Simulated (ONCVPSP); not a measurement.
# Neodymium: generating and testing an ONCV potential

Task: generate the file, and judge it by its errors in other configurations, its logarithmic derivatives, its ghosts and its cutoff.

Program: ONCVPSP 4.0.1. Reference atom: PBEsol, scalar-relativistic, spherical and spin-unpolarised. All values are calculated.

## (1) Settings

The settings as typed:

```json
{
 "element": "neodymium (Nd, Z = 60)",
 "type": "optimised norm-conserving Vanderbilt (ONCV)",
 "frozen core": "[Kr] 4d10",
 "valence charge": "14",
 "reference configuration": "4f3 5s2 5p6 5d1 6s2",
 "partial waves": "5s+6s: rc 2.10 bohr, ncon 4, nbas 8, qcut 4.4 1/bohr, 2 projectors; 5p: rc 2.30 bohr, ncon 4, nbas 9, qcut 5.6 1/bohr, 3 projectors, debl 0.4 Ha; 5d: rc 3.20 bohr, ncon 3, nbas 8, qcut 4.2 1/bohr, 1 projector; 4f: rc 1.00 bohr, ncon 4, nbas 9, qcut 19.2 1/bohr, 2 projectors, debl 2.7 Ha",
 "local potential": "polynomial inside 0.75 bohr (lpopt 5, dvloc0 0 Ha)",
 "core correction": "not asked for"
}
```

An earlier all-electron run gives the scale for the radii.

All-electron outer shells of the reference configuration (PBEsol, scalar-relativistic, ld1.x):

```csv
shell,level (eV),outermost node (bohr),outermost maximum (bohr)
4d,-123.03,0.29,0.62
5s,-43.72,0.72,1.31
5p,-24.68,0.77,1.46
4f,-6.94,–,0.65
6s,-3.89,1.74,3.60
5d,-2.94,0.87,2.08
6p,-1.33,2.07,4.74
```

## (2) Generating the potential

The input, Nd.dat:

```
# ATOM AND REFERENCE CONFIGURATION
# atsym  z   nc   nv     iexc    psfile
  Nd 60.00    9    5  -116133      upf
#
#   n    l    f
    1    0    2.00
    2    0    2.00
    2    1    6.00
    3    0    2.00
    3    1    6.00
    3    2   10.00
    4    0    2.00
    4    1    6.00
    4    2   10.00
    4    3    3.00
    5    0    2.00
    5    1    6.00
    5    2    1.00
    6    0    2.00
#
# PSEUDOPOTENTIAL AND OPTIMIZATION
# lmax
    3
#
#   l,   rc,      ep,       ncon, nbas, qcut
    0    2.10    0.00    4    8    4.40
    1    2.30    0.00    4    9    5.60
    2    3.20    0.00    3    8    4.20
    3    1.00    0.00    4    9   19.20
#
# LOCAL POTENTIAL
# lloc, lpopt,  rc(5),   dvloc0
    4    5    0.75    0.00
#
# VANDERBILT-KLEINMAN-BYLANDER PROJECTORs
# l, nproj, debl
    0    2    3.10
    1    3    0.40
    2    1    1.00
    3    2    2.70
#
# MODEL CORE CHARGE
# icmod, fcfact, rcfact
    0    0.00    0.00
#
# LOG DERIVATIVE ANALYSIS
# epsh1, epsh2, depsh
   -3.00    5.00    0.02
#
# OUTPUT GRID
# rlmax, drl
    6.00    0.01
#
# TEST CONFIGURATIONS
# ncnf
    4
# nvcnf
#   n    l    f
    5
    4    3    4.00
    5    0    2.00
    5    1    6.00
    5    2    0.00
    6    0    2.00
#
    5
    4    3    4.00
    5    0    2.00
    5    1    6.00
    5    2    0.00
    6    0    1.00
#
    5
    4    3    4.00
    5    0    2.00
    5    1    6.00
    5    2    0.00
    6    0    0.00
#
    5
    4    3    5.00
    5    0    2.00
    5    1    6.00
    5    2    0.00
    6    0    0.00
#
```

Launch:

```
oncvpsp.x < Nd.dat > Nd.out
```

Q: Predict the outcome of this session. Wanted: cutoffs for 1 and 0.1 mHa per electron, occupied waves; bound ghosts; GHOST(+) flags; largest test error; largest phase difference near zero energy, channels read; projector energies reset by the program.

**Answer**, as computed:

```
                                                quantity                                                 value
  cutoffs for 1 and 0.1 mHa per electron, occupied waves                                     136 Ha and 152 Ha
                                            bound ghosts      s at -497.30 eV, p at -120.67 eV, d at -46.67 eV
                                          GHOST(+) flags                                            s at 93 eV
                            largest test error (AE − PS)  -142 meV, for 4f4 5s2 5p6 5d0 6s1 (2 tests unsolved)
largest phase difference near zero energy, channels read                                             0.005 rad
                 projector energies reset by the program                            p: -0.907, 0.250, 0.650 Ha
```

**Reading.** It has a bound ghost (s, p, d), a state that the atom doesn't have, and that rules the file out. By total energies transferability is poor: the largest error is 142 meV on 4.0 eV, for 4f4 5s2 5p6 5d0 6s1. Of the tests 2 gave no usable energy difference, which is a warning in itself. The potential is very hard: the looser tolerance needs 136 Ha. At the looser tolerance the 4f wave is the slowest; 5s needs 9 Ha. Near zero energy the phases of the channels with partial waves agree within 0.005 rad. The pseudo curves have a pole with no partner nearby in the atom's: d at -1.70 Ha. The program also flags highly localised states, GHOST(+) (s). All of this concerns the isolated atom, not yet a solid.
